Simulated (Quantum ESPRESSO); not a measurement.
# GaGe3 (P1) in Quantum ESPRESSO: reference runs

Reference runs on GaGe3: the cell as given.

Everything below comes from runs of Quantum ESPRESSO 7.5. Logs are shortened: lines on timing, memory, paths and dates and some standing lists are left out, and cuts for length are marked.

## (1) Starting point

The typed cell holds 4 atoms: a = 4.278 Å, b = 4.278 Å, c = 4.278 Å, α = 90.00°, β = 90.00°, γ = 90.00°.

The cell comes from a database or a generator and needn't be the stable form of this composition.

## (2) Single point, PBE

pw.in reads:

```
&CONTROL
  calculation = 'scf'
  prefix = 'pwscf'
  outdir = './tmp'
  pseudo_dir = './pseudo'
  tprnfor = .true.
  tstress = .true.
  disk_io = 'nowf'
/
&SYSTEM
  ibrav = 0
  nat = 4
  ntyp = 2
  ecutwfc = 70
  ecutrho = 560
  nbnd = 37
  occupations = 'smearing'
  smearing = 'fd'
  degauss = 0.00367493
/
&ELECTRONS
  conv_thr = 8d-10
  electron_maxstep = 120
  mixing_beta = 0.5
/
ATOMIC_SPECIES
Ga    69.7230 Ga.pbe-dn-kjpaw_psl.1.0.0.UPF
Ge    72.6300 ge_pbe_v1.4.uspp.F.UPF
CELL_PARAMETERS angstrom
   4.2784660000    0.0000000000    0.0000000000
   0.0000000000    4.2784660000    0.0000000000
   0.0000000000    0.0000000000    4.2784660000
ATOMIC_POSITIONS crystal
Ga     0.0080345200    0.9936634100    0.0012455100
Ge     0.9823803300    0.5031217500    0.5007972300
Ge     0.5083353400    0.0174969700    0.5009822000
Ge     0.5012498200    0.4857178800    0.9969750600
K_POINTS automatic
6 6 6 0 0 0
```

Potentials or basis: SSSP 1.3 efficiency PBE.

Command:

```bash
$ OMP_NUM_THREADS=1 pw.x -in pw.in > pw.out
```

pw.out:

```text
This program is part of the open-source Quantum ESPRESSO suite
     for quantum simulation of materials; please cite
         "P. Giannozzi et al., J. Phys.:Condens. Matter 21 395502 (2009);
         "P. Giannozzi et al., J. Phys.:Condens. Matter 29 465901 (2017);
         "P. Giannozzi et al., J. Chem. Phys. 152 154105 (2020);
     in publications or presentations arising from this work. More details at

     file Ga.pbe-dn-kjpaw_psl.1.0.0.UPF: wavefunction(s)  4S renormalized

     G-vector sticks info
     --------------------
     sticks:   dense  smooth     PW     G-vecs:    dense   smooth      PW
     Sum        2917    1457    421               118265    41851    6619

     Using Slab Decomposition

     bravais-lattice index     =            0
     lattice parameter (alat)  =       8.0851  a.u.
     unit-cell volume          =     528.5193 (a.u.)^3
     number of atoms/cell      =            4
     number of atomic types    =            2
     number of electrons       =        55.00
     number of Kohn-Sham states=           37
     kinetic-energy cutoff     =      70.0000  Ry
     charge density cutoff     =     560.0000  Ry
     scf convergence threshold =      8.0E-10
     mixing beta               =       0.5000
     number of iterations used =            8  plain     mixing
     Exchange-correlation=  SLA  PW   PBX  PBC
                           (   1   4   3   4   0   0   0)

     celldm(1)=   8.085129  celldm(2)=   0.000000  celldm(3)=   0.000000
     celldm(4)=   0.000000  celldm(5)=   0.000000  celldm(6)=   0.000000

     crystal axes: (cart. coord. in units of alat)
               a(1) = (   1.000000   0.000000   0.000000 )
               a(2) = (   0.000000   1.000000   0.000000 )
               a(3) = (   0.000000   0.000000   1.000000 )

     reciprocal axes: (cart. coord. in units 2 pi/alat)
               b(1) = (  1.000000  0.000000  0.000000 )
               b(2) = (  0.000000  1.000000  0.000000 )
               b(3) = (  0.000000  0.000000  1.000000 )

     PseudoPot. # 1 for Ga read from file:
     Ga.pbe-dn-kjpaw_psl.1.0.0.UPF
     Pseudo is Projector augmented-wave + core cor, Zval = 13.0
     Generated using "atomic" code by A. Dal Corso  v.5.1
     Shape of augmentation charge: PSQ
     Using radial grid of 1205 points,  6 beta functions with:
                l(1) =   0
                l(2) =   0
                l(3) =   1
                l(4) =   1
                l(5) =   2
                l(6) =   2
     Q(r) pseudized with 0 coefficients

     PseudoPot. # 2 for Ge read from file:
     ge_pbe_v1.4.uspp.F.UPF
     Pseudo is Ultrasoft + core correction, Zval = 14.0
     Generated by new atomic code, or converted to UPF format
     Using radial grid of  873 points,  6 beta functions with:
                l(1) =   0
                l(2) =   0
                l(3) =   1
                l(4) =   1
                l(5) =   2
                l(6) =   2
     Q(r) pseudized with  8 coefficients,  rinner =    1.400   1.400   1.400
                                                       1.400   1.400

     atomic species   valence    mass     pseudopotential
     Ga               13.00    69.72300     Ga( 1.00)
     Ge               14.00    72.63000     Ge( 1.00)

     No symmetry found

   Cartesian axes

     site n.     atom                  positions (alat units)
         1        Ga     tau(   1) = (   0.0080345   0.9936634   0.0012455  )
         2        Ge     tau(   2) = (   0.9823803   0.5031218   0.5007972  )
         3        Ge     tau(   3) = (   0.5083353   0.0174970   0.5009822  )
         4        Ge     tau(   4) = (   0.5012498   0.4857179   0.9969751  )

     number of k points=   112  Fermi-Dirac smearing, width (Ry)=  0.0037

     Number of k-points >= 100: set verbosity='high' to print them.

     Dense  grid:   118265 G-vectors     FFT dimensions: (  64,  64,  64)

     Smooth grid:    41851 G-vectors     FFT dimensions: (  45,  45,  45)

     Initial potential from superposition of free atoms

     starting charge      54.9944, renormalised to      55.0000
     Starting wfcs are   36 randomized atomic wfcs +    1 random wfcs

     Self-consistent Calculation

     iteration #  1     ecut=    70.00 Ry     beta= 0.50
     Davidson diagonalization with overlap
     ethr =  1.00E-02,  avg # of iterations =  3.6

     Threshold (ethr) on eigenvalues was too large:
     Diagonalizing with lowered threshold

     Davidson diagonalization with overlap
     c_bands:  1 eigenvalues not converged
     c_bands:  1 eigenvalues not converged
     ethr =  2.25E-05,  avg # of iterations = 10.6

     total energy              =    -918.80074169 Ry
     estimated scf accuracy    <       0.01409580 Ry

     iteration #  2     ecut=    70.00 Ry     beta= 0.50
     Davidson diagonalization with overlap
     ethr =  2.56E-05,  avg # of iterations =  2.1

     total energy              =    -918.80233114 Ry
     estimated scf accuracy    <       0.00157416 Ry

     iteration #  3     ecut=    70.00 Ry     beta= 0.50
     Davidson diagonalization with overlap
     c_bands:  1 eigenvalues not converged
     c_bands:  1 eigenvalues not converged
     ethr =  2.86E-06,  avg # of iterations =  6.0

     total energy              =    -918.80329818 Ry
     estimated scf accuracy    <       0.00222505 Ry

     iteration #  4     ecut=    70.00 Ry     beta= 0.50
     Davidson diagonalization with overlap
     c_bands:  1 eigenvalues not converged
     ethr =  2.86E-06,  avg # of iterations =  1.2

     total energy              =    -918.80286774 Ry
     estimated scf accuracy    <       0.00210943 Ry

     iteration #  5     ecut=    70.00 Ry     beta= 0.50
     Davidson diagonalization with overlap
     ethr =  2.86E-06,  avg # of iterations =  4.3

     total energy              =    -918.80318652 Ry
     estimated scf accuracy    <       0.00084067 Ry

     iteration #  6     ecut=    70.00 Ry     beta= 0.50
     Davidson diagonalization with overlap
     ethr =  1.53E-06,  avg # of iterations =  1.0

     total energy              =    -918.80301798 Ry
     estimated scf accuracy    <       0.00043162 Ry

     iteration #  7     ecut=    70.00 Ry     beta= 0.50
     Davidson diagonalization with overlap
     ethr =  7.85E-07,  avg # of iterations =  5.0

     total energy              =    -918.80312610 Ry
     estimated scf accuracy    <       0.00026224 Ry

     iteration #  8     ecut=    70.00 Ry     beta= 0.50
     Davidson diagonalization with overlap
     ethr =  4.77E-07,  avg # of iterations =  2.0

     total energy              =    -918.80313154 Ry
     estimated scf accuracy    <       0.00003190 Ry

     iteration #  9     ecut=    70.00 Ry     beta= 0.50
     Davidson diagonalization with overlap
     ethr =  5.80E-08,  avg # of iterations =  5.0

     total energy              =    -918.80314982 Ry
     estimated scf accuracy    <       0.00001286 Ry

     iteration # 10     ecut=    70.00 Ry     beta= 0.50
     Davidson diagonalization with overlap
     ethr =  2.34E-08,  avg # of iterations =  2.0

     total energy              =    -918.80315000 Ry
     estimated scf accuracy    <       0.00000225 Ry

     iteration # 11     ecut=    70.00 Ry     beta= 0.50
     Davidson diagonalization with overlap
     ethr =  4.09E-09,  avg # of iterations =  5.0

     total energy              =    -918.80315091 Ry
     estimated scf accuracy    <       0.00000012 Ry

     iteration # 12     ecut=    70.00 Ry     beta= 0.50
     Davidson diagonalization with overlap
     ethr =  2.18E-10,  avg # of iterations =  2.1

     total energy              =    -918.80315091 Ry
     estimated scf accuracy    <       0.00000001 Ry

     iteration # 13     ecut=    70.00 Ry     beta= 0.50
     Davidson diagonalization with overlap
     ethr =  2.51E-11,  avg # of iterations =  5.6

     total energy              =    -918.80315092 Ry
     estimated scf accuracy    <       0.00000007 Ry

     iteration # 14     ecut=    70.00 Ry     beta= 0.50
     Davidson diagonalization with overlap
     ethr =  2.51E-11,  avg # of iterations =  4.1

     total energy              =    -918.80315092 Ry
     estimated scf accuracy    <       0.00000001 Ry

     iteration # 15     ecut=    70.00 Ry     beta= 0.50
     Davidson diagonalization with overlap
     ethr =  2.51E-11,  avg # of iterations =  1.1

     total energy              =    -918.80315092 Ry
     estimated scf accuracy    <          4.5E-09 Ry

     iteration # 16     ecut=    70.00 Ry     beta= 0.50
     Davidson diagonalization with overlap
     ethr =  8.11E-12,  avg # of iterations =  1.4

     total energy              =    -918.80315092 Ry
     estimated scf accuracy    <          5.4E-09 Ry

     iteration # 17     ecut=    70.00 Ry     beta= 0.50
     Davidson diagonalization with overlap
     ethr =  8.11E-12,  avg # of iterations =  2.8

     total energy              =    -918.80315092 Ry
     estimated scf accuracy    <          2.7E-09 Ry

     iteration # 18     ecut=    70.00 Ry     beta= 0.50
     Davidson diagonalization with overlap
     ethr =  4.91E-12,  avg # of iterations =  5.0

     End of self-consistent calculation

     Number of k-points >= 100: set verbosity='high' to print the bands.

     the Fermi energy is    10.1719 ev

!    total energy              =    -918.80315092 Ry
     estimated scf accuracy    <          4.8E-10 Ry
     smearing contrib. (-TS)   =      -0.00172454 Ry
     internal energy E=F+TS    =    -918.80142638 Ry

     The total energy is F=E-TS. E is the sum of the following terms:
     one-electron contribution =    -444.03904694 Ry
     hartree contribution      =     277.94183304 Ry
     xc contribution           =    -212.86318355 Ry
     ewald contribution        =    -428.71372808 Ry
     one-center paw contrib.   =    -111.12730085 Ry

     convergence has been achieved in  18 iterations

     Forces acting on atoms (cartesian axes, Ry/au):

     atom    1 type  1   force =     0.00259150   -0.00365913    0.00053119
     atom    2 type  2   force =     0.00072066    0.00481512   -0.00032830
     atom    3 type  2   force =    -0.00042573   -0.00157581   -0.00040347
     atom    4 type  2   force =    -0.00288643    0.00041983    0.00020057

     Total force =     0.007455     Total SCF correction =     0.000002

     Computing stress (Cartesian axis) and pressure

          total   stress  (Ry/bohr**3)                   (kbar)     P=       -0.54
  -0.00000501  -0.00000192   0.00000071           -0.74       -0.28        0.10
  -0.00000192  -0.00000365  -0.00000187           -0.28       -0.54       -0.28
   0.00000071  -0.00000187  -0.00000236            0.10       -0.28       -0.35

=------------------------------------------------------------------------------=
   JOB DONE.
=------------------------------------------------------------------------------=
```

It took 15 min on 1 thread of Intel Xeon Platinum 8259CL at 2.50GHz (Skylake/Cascade Lake), shared host; peak memory 0.78 GiB.

What came out:

- Free energy: -12500.9537 eV
- Pressure: -0.1 GPa
- Largest force: 0.125 eV/Å
- Band gap on the k mesh: none (metal or under the smearing width)

Forces in eV/Å, atoms in the order of the input:
```
Ga   0.067 -0.094  0.014
Ge   0.019  0.124 -0.008
Ge  -0.011 -0.041 -0.010
Ge  -0.074  0.011  0.005
```
